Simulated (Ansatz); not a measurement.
# YbSi2: the cost of one run

Program: Ansatz 0.2.0. Level of theory: DFT PBEsol, scalar-relativistic, plane waves, PAW. These are calculated values, not measurements.

3 further runs of the same task are left out: 1 that didn't finish, 2 set aside as unsound or not needed.

### Step 1. The structure to begin with

Symmetry: P6/mmm, No. 191, hexagonal system. Conventional cell: a = 4.003 Å, b = 4.003 Å, c = 3.813 Å, α = 90.00°, β = 90.00°, γ = 120.00°. Around Yb (site symmetry 6/mmm) lie 12 Si at 3.00 Å. Si (site symmetry -6m2) is surrounded by 3 Si at 2.31 Å and 6 Yb at 3.00 Å.

Coordinates:

```
CELL_PARAMETERS angstrom
4.00294 0.00000 0.00000
-2.00147 3.46665 0.00000
0.00000 0.00000 3.81271
ATOMIC_POSITIONS crystal
Yb 0.00000 0.00000 0.00000
Si 0.33333 0.66667 0.50000
Si 0.66667 0.33333 0.50000
```

It is the result of an earlier relaxation at this level (volume 17.64 Å³/atom; gap on the mesh: none (metal)).

### Step 2. The slab

Planes are indexed in the bulk's conventional cell (P6/mmm (No. 191)), a = 4.003 Å, b = 4.003 Å, c = 3.813 Å, α = 90.00°, β = 90.00°, γ = 120.00°.

A (101) slab, 6.0 Å thick as cut, with 17 Å of vacuum, in a 2×1 surface cell; its outer planes are Si (top) and Si (bottom).

The slab as cut. Layers, bottom to top:

```csv
plane,atoms per cell,height over the lowest (Å)
1,Si2,0.00
2,Yb2,0.43
3,Si2,0.85
4,Si2,2.56
5,Yb2,2.99
6,Si2,3.42
7,Si2,5.13
8,Yb2,5.56
9,Si2,5.98
```

### Step 3. Relaxing the clean slab

input.yaml

```yaml
crystal:
  lattice:
    - [8.0058766025, 0.0, 0.0]
    - [-2.0014691506, 5.153097582, 0.0]
    - [0.0, 0.0, 22.9848329358]
  atoms:
    - { symbol: Si, position: [0.71928467, 0.8771386799, 0.3698090834] }
    - { symbol: Si, position: [0.21928467, 0.8771386799, 0.3698090834] }
    - { symbol: Yb, position: [0.363141604, 0.4525664159, 0.3884077858] }
    - { symbol: Yb, position: [0.863141604, 0.4525664159, 0.3884077858] }
    - { symbol: Si, position: [0.506998538, 0.0279941519, 0.4070064881] }
    - { symbol: Si, position: [0.006998538, 0.0279941519, 0.4070064881] }
    - { symbol: Si, position: [0.082426274, 0.3297050958, 0.4814012976] }
    - { symbol: Si, position: [0.582426274, 0.3297050958, 0.4814012976] }
    - { symbol: Yb, position: [0.726283208, 0.9051328318, 0.5] }
    - { symbol: Yb, position: [0.226283208, 0.9051328318, 0.5] }
    - { symbol: Si, position: [0.870140142, 0.4805605678, 0.5185987024] }
    - { symbol: Si, position: [0.370140142, 0.4805605678, 0.5185987024] }
    - { symbol: Si, position: [0.4455678779, 0.7822715117, 0.5929935119] }
    - { symbol: Si, position: [0.9455678779, 0.7822715117, 0.5929935119] }
    - { symbol: Yb, position: [0.0894248119, 0.3576992477, 0.6115922142] }
    - { symbol: Yb, position: [0.5894248119, 0.3576992477, 0.6115922142] }
    - { symbol: Si, position: [0.2332817459, 0.9331269837, 0.6301909166] }
    - { symbol: Si, position: [0.7332817459, 0.9331269837, 0.6301909166] }
basis:
  ecutwfc: 420
kpoints:
  mp_grid: { grid: [4, 6, 1] }
hamiltonian:
  xc: pbesol
scf:
  occupations: { method: gaussian, width: 0.1 }
output:
  forces: true
  eigenvalues: true
  write_density: true
  write_potential: true
  elf: true
  volumetric_format: npy
relax:
  adjacent_minimum: "off"
  f_tol: 0.03
  max_steps: 70
  constraints: [{ sites: [0, 1, 2, 3, 4, 5, 6, 7] }]
efield:
  axis: 3
  dipole_correction: true
  ramp_width: 0.04
```

The run is started by

```
$ ansatz run input.yaml --threads 4 --pin off --max-ram 10240MiB --backend cpu --events-out ev --progress --plain --runs-dir out
```

**Question.** How long does this run take on 4 threads of AMD EPYC 7B13 (Zen 3), shared host, and how much memory does it need?

About 4.8 min, with a peak of 3 GiB.
